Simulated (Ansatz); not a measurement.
# YCu₂S₂, space group P-3m1: a scan of the Hubbard U

Computed with the Ansatz DFT code, driven from Python.

The script reads `ycu2s2.extxyz`:
```text
5
Lattice="3.92740432 0.0 0.0 -1.96370216 3.40123191 0.0 0.0 0.0 6.414112" Properties=species:S:1:pos:R:3 pbc="T T T"
Y     0.00000000    0.00000000    0.00000000
Cu    1.96370218    1.13374396    4.22280119
Cu   -0.00000002    2.26748795    2.19131081
S     1.96370218    1.13374396    1.71509506
S    -0.00000002    2.26748795    4.69901694
```

Run as a notebook:

**Cell 1**
```python
from dataclasses import dataclass

import ansatz as az
import numpy as np
```

**Cell 2**
```python
@dataclass
class RunConfig:
    k_length: int = 22
    filling: str = "fermi_dirac"
    xc: str = "pbe"
```

**Cell 3**
```python
opts = RunConfig()
```

**Cell 4**
```python
def count_gap(report):
    # lowest empty less highest filled band, counting bands; zero where they overlap
    return max(report.get("gap_by_band_count_ev") or 0.0, 0.0)
```

**Cell 5**
```python
ycu2s2 = az.Crystal.from_extxyz("ycu2s2.extxyz")
```

**Cell 6**
```python
ycu2s2.resolved().tree()["lattice"]
```
Output:
```text
((3.92740432, 0.0, 0.0), (-1.96370216, 3.40123191, 0.0), (0.0, 0.0, 6.414112))
```

**Cell 7**
```python
calculation = (
    ycu2s2.calculation()
    .kpoints(length=opts.k_length)
    .occupations(opts.filling)
    .functional(opts.xc)
    .band_table()
)
rows = []
for u in [0.0, 2.0, 4.0, 6.0]:
    report = calculation.hubbard("Cu", "d", u_eff=u).run(threads=1, backend="cpu").report
    shell = report["hubbard"]["n_scf"]
    rows.append((u, count_gap(report), sum(shell) / len(shell), report["n_iterations"]))
lines = [",".join(["U_eff eV", "gap by band count eV", "Cu d occupation (projector)", "iterations"])] + [",".join(f"{v:.4f}" if isinstance(v, float) else str(v) for v in row) for row in rows]
print("\n".join(lines))
with open("plus_u.csv", "w") as handle:
    handle.write("\n".join(lines) + "\n")
print("eigenvalues of the first occupation matrix at the last U, by spin:")
for channel in report["hubbard"]["n_eig"][0]:
    print("  ", " ".join(f"{n:.3f}" for n in channel))
```
Output:
```text
DeckWarning: basis.ecutwfc = 420 eV, auto-derived from the records' recommended cutoffs: set by Y (normal level)
U_eff eV,gap by band count eV,Cu d occupation (projector),iterations
0.0000,0.0000,9.7772,13
2.0000,0.0000,9.8114,11
4.0000,0.0000,9.8394,11
6.0000,0.0000,9.8622,11
eigenvalues of the first occupation matrix at the last U, by spin:
   0.980 0.983 0.983 0.992 0.992
```

Reading the output:
- No spin polarisation was allowed.
- The mesh is modest for a metal, so energies can be off by several to tens of meV an atom and pressures by half a GPa or more; differences at equal mesh fare better.
- A gap by band count of zero or less means overlapping bands, a metal, and at an odd count of electrons it is no gap at all.
- A Hubbard U without spin forces both spins into the same orbitals, which can open a gap or pick a state that a spin-polarised run wouldn't.
- This cell is a computed structure, which may not be the phase found in nature.
- Gaps and levels are Kohn-Sham values on a finite set of k-points, without spin-orbit coupling.
- Warnings are shown shortened and without file and line.
- Shell occupations and the effect of U depend on the projectors; a run with no .spin step is spin-unpolarised, and each U may end in a state that isn't the lowest.
- Run time: 16 s on 1 thread of Arm Neoverse V2, on a shared host, peak memory 0.46 GiB.

(Lines on the test bed's own set-up are left out of the output.)
